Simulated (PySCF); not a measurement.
The system is Cl3Ga, in a box.

```xyz
4
Lattice="11.0000 0.0000 0.0000 0.0000 13.0000 0.0000 0.0000 0.0000 13.0000" Properties=species:S:1:pos:R:3 pbc="T T T"
Cl    6.3055    7.1395    8.0411
Ga    5.4414    6.6973    6.1911
Cl    5.3211    4.7556    5.4610
Cl    4.7542    8.3077    5.0306
```

The cell isn't the ideal one: atoms moved at random, drawn with an rms of 0.05 Å.

Base run:

```yaml
Program: PySCF 2.14.0
Functional: LDA
Potentials_or_basis: def2-svp (all-electron)
k_mesh: 1 × 1 × 1
Occupations: fixed
Spin: no spin polarisation
```

Its results: gap between the frontier levels 5.14 eV.

Q: The run is repeated on the same cell with these changes: functional from LDA to PBE. What comes out?

A: Gap between the frontier levels 5.30 eV.

Caveats: this is a molecule in a periodic box at the Γ point, so its band gap is the HOMO-LUMO gap; relativity is left out, which matters for the heavier elements; the basis of atomic orbitals isn't converged, which shifts pressures, moduli and gaps.

